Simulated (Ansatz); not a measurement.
# C2H3Br, SMILES C[C]Br: a geometry optimisation

Program: the Ansatz DFT code, driven from Python.

Notebook, run cell by cell (the value of a cell's last expression is shown):

**Cell 1**
```python
import itertools

import ansatz as az
from ase.data import atomic_numbers, covalent_radii
import numpy as np
```

**Cell 2**
```python
BASIS = "def2-SVP"
FUNCTIONAL = "b3lyp"
VDW = "d4"
```

**Cell 3**
```python
GEOMETRY = """
C    -0.52400   -0.02620   -0.02730
C     0.68140    0.89420   -0.06480
Br    2.31640   -0.12280    0.14860
H    -0.56570   -0.55600    0.94720
H    -1.44680    0.57680   -0.15120
H    -0.46130   -0.76600   -0.85250
"""
```

**Cell 4**
```python
mol = az.Crystal.molecule()
for line in GEOMETRY.strip().splitlines():
    symbol, *xyz = line.split()
    mol = mol.atom(symbol, [float(v) for v in xyz])
```

**Cell 5**
```python
calculation = (
    mol.calculation()
    .basis(gaussian=BASIS)
    .functional(FUNCTIONAL, dispersion=VDW)
    .spin("collinear", total=2)
    .scf(lower_state_search="off")
)
symbols = [site.symbol for site in mol.cartesian_sites]
start = np.array([site.position_ang for site in mol.cartesian_sites], dtype=float)
summary = calculation.relax(force_tolerance=0.01, max_steps=100).run(threads=1, pin="off").report
end = np.array(summary["positions_ang"])
```

**Cell 6**
```python
for key in ("converged", "free_energy_ev", "reference_energy_ev", "n_frozen", "n_occupied", "n_virtual"):
    print(f"{key:22s} {summary[key]}")
```
Output:
```text
converged              True
free_energy_ev         -72156.61629095198
reference_energy_ev    -72156.46762155752
n_frozen               0
n_occupied             [26, 24]
n_virtual              [49, 51]
```

**Cell 7**
```python
# pairs closer than 1.2 times the sum of covalent radii, before or after
radius = [covalent_radii[atomic_numbers[s]] for s in symbols]
span = lambda where, i, j: np.linalg.norm(where[i] - where[j])
bonded = [(i, j) for i, j in itertools.combinations(range(len(symbols)), 2) if min(span(start, i, j), span(end, i, j)) < 1.2 * (radius[i] + radius[j])]
print("pair        before    after (A)")
for i, j in bonded:
    print(f"{symbols[i]}{i}-{symbols[j]}{j}".ljust(10), f"{span(start, i, j):8.4f} {span(end, i, j):8.4f}")
with open("c2h3br_opt.xyz", "w") as handle:
    handle.write(f"{len(symbols)}\nrelaxed C2H3Br\n")
    handle.writelines(f"{s:2s} {x:11.6f} {y:11.6f} {z:11.6f}\n" for s, (x, y, z) in zip(symbols, end))
```
Output:
```text
pair        before    after (A)
C0-C1        1.5171   1.4743
C0-H3        1.1100   1.1081
C0-H4        1.1093   1.1031
C0-H5        1.1100   1.1081
C1-Br2       1.9373   1.8398
```

File `c2h3br_opt.xyz` afterwards:
```text
6
relaxed C2H3Br
C    -0.535323   -0.049339   -0.025280
C     0.739095    0.691774   -0.037861
Br    2.463124    0.072915    0.134297
H    -0.700243   -0.584253    0.931039
H    -1.369433    0.660472   -0.156466
H    -0.597221   -0.791570   -0.845730
```

The settings weren't tested for convergence. The end point is the stationary point reached from this start; no frequency run checks that it is a minimum, and the basis set is modest. The species is open-shell (spin multiplicity 3). Total less reference energy is the dispersion correction. b3lyp holds the VWN-RPA fit, as in Gaussian; the form of ORCA and Turbomole is b3lyp5. Wall time of the script: 15 s on 1 thread of Arm Neoverse V2, on a shared host, peak memory 0.24 GiB.

(Lines on the test bed's own set-up are left out of the output.)
